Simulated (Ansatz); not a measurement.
# AgF (SMILES [F][Ag]): B3LYP/STO-3G

What is the electronic atomisation energy of AgF at B3LYP/STO-3G? 

The results are computed with Ansatz 0.2.0.

71 further runs of the same task are left out: 35 that didn't finish, 36 set aside as unsound or not needed.

## Step 1: The system as given

AgF has 2 atoms, charge 0, and is taken as a singlet. As SMILES, `[F][Ag]`. The shape is that of a PBE0-D4/def2-TZVP optimisation.

Bond lengths: F1–Ag2 1.986 Å.

## Step 2: A single-point energy at B3LYP/STO-3G

input.yaml

```yaml
crystal:
  periodic: [false, false, false]
  atoms:
    - {symbol: F, position_ang: [0.860000, -0.334300, 0.425600]}
    - {symbol: Ag, position_ang: [-0.830500, 0.274100, -0.421500]}
basis:
  gaussian:
    orbitals: STO-3G
hamiltonian:
  xc: {name: B3LYP}
accuracy: high
```

Run with:

```console
$ ansatz run input.yaml --threads 1 --pin off --max-ram 2610MiB --events-out events.jsonl --progress --plain --runs-dir runs
```

The program printed:

```text
Warning: RAYON_NUM_THREADS=1 ignored (pool sized by the plan → 1); use --threads N
Functional definition: B3LYP
  name "B3LYP"
  parameter a0 = 0.2
  parameter ax = 0.72
  parameter ac = 0.81
  exchange = (1 - a0 - ax)*slater_x + ax*b88_x + a0*exact_x
  correlation = (1 - ac)*vwn_rpa_c + ac*lyp_c
581 factors; integrals over basis functions are off by at most 6.1e-9 eV
mean field evaluation 1: about -142771.8223 eV, gradient 1.6e1 eV
mean field evaluation 2: about -142731.7197 eV, gradient 1.4e2 eV
mean field evaluation 4: about -142772.9866 eV, gradient 2.5e0 eV
mean field evaluation 8: about -142773.0043 eV, gradient 3.5e-1 eV
mean field evaluation 16: about -142773.0047 eV, gradient 6.7e-5 eV
mean field -142773.00468613 eV, -5246.8111471971 hartree, gradient 2.7e-8 eV, S^2 0.000000; 0 other end points of the search recorded, 0 dependent functions left out
reference -142773.00470943 eV, -5246.8111480532 hartree; 28, 28 occupied and 4, 4 virtual orbitals, 581 factors
Total energy: -142773.00470943 eV, -5246.8111480532 hartree
```

Wall time 2.6 s (1 thread of Arm Neoverse V1, shared host); peak memory 0.11 GiB.

## Step 3: The Ag atom at the same level

input.yaml

```yaml
crystal:
  periodic: [false, false, false]
  atoms:
    - symbol: Ag
      position_ang: [0.000000, 0.000000, 0.000000]
basis:
  gaussian:
    orbitals: STO-3G
magnetization:
  spin_polarized: true
  initial_magnetization: 1
accuracy: high
hamiltonian:
  xc: {name: B3LYP}
```

Run with:

```console
$ ansatz run input.yaml --threads 1 --pin off --max-ram 2610MiB --events-out events.jsonl --progress --plain --runs-dir runs
```

The program printed:

```text
Warning: RAYON_NUM_THREADS=1 ignored (pool sized by the plan → 1); use --threads N
Functional definition: B3LYP
  name "B3LYP"
  parameter a0 = 0.2
  parameter ax = 0.72
  parameter ac = 0.81
  exchange = (1 - a0 - ax)*slater_x + ax*b88_x + a0*exact_x
  correlation = (1 - ac)*vwn_rpa_c + ac*lyp_c
251 factors; integrals over basis functions are off by at most 4.7e-9 eV
mean field evaluation 1: about -140095.4231 eV, gradient 6.2e-1 eV
mean field evaluation 2: about -140095.4245 eV, gradient 4.4e-2 eV
mean field evaluation 4: about -140095.4273 eV, gradient 4.2e-2 eV
mean field evaluation 8: about -140095.4245 eV, gradient 3.5e-3 eV
mean field evaluation 16: about -140095.4434 eV, gradient 2.5e-8 eV
mean field evaluation 32: about -140095.4433 eV, gradient 8.2e-2 eV
mean field -140095.44337585 eV, -5148.4125839604 hartree, gradient 6.3e-9 eV, S^2 0.750011; 4 other end points of the search recorded, 0 dependent functions left out
reference -140095.44339637 eV, -5148.4125847143 hartree; 24, 23 occupied and 3, 4 virtual orbitals, 251 factors
Total energy: -140095.44339637 eV, -5148.4125847143 hartree
```

Run time: 4.5 s. Hardware: 1 thread of Arm Neoverse V1, shared host; peak memory 0.12 GiB.

## Step 4: The F atom, same level

input.yaml

```yaml
crystal:
  periodic: [false, false, false]
  atoms:
    - {symbol: F, position_ang: [0.000000, 0.000000, 0.000000]}
basis:
  gaussian:
    orbitals: STO-3G
magnetization:
  spin_polarized: true
  initial_magnetization: 1
hamiltonian:
  xc: {name: B3LYP}
accuracy: high
```

Run the same way, it converges to -98.26898 Eh (log not shown).

## Step 5: Outcome

Level: B3LYP/STO-3G.

```
                     quantity           value
       molecule: total energy  -5246.81115 Eh
        Ag atom: total energy  -5148.41258 Eh
                Ag atom: ⟨S²⟩           0.750
         F atom: total energy    -98.26898 Eh
                 F atom: ⟨S²⟩           0.750
electronic atomisation energy        3.526 eV
```

In words: Taking the molecule apart into free atoms costs 3.53 eV (340 kJ/mol), before zero-point energy and without spin-orbit coupling. In a minimal basis such a difference can be off by several eV, whatever the method. Relativity is left out (molecule) although the molecule holds a heavy atom. Relativity is left out (Ag atom) although the molecule holds a heavy atom.
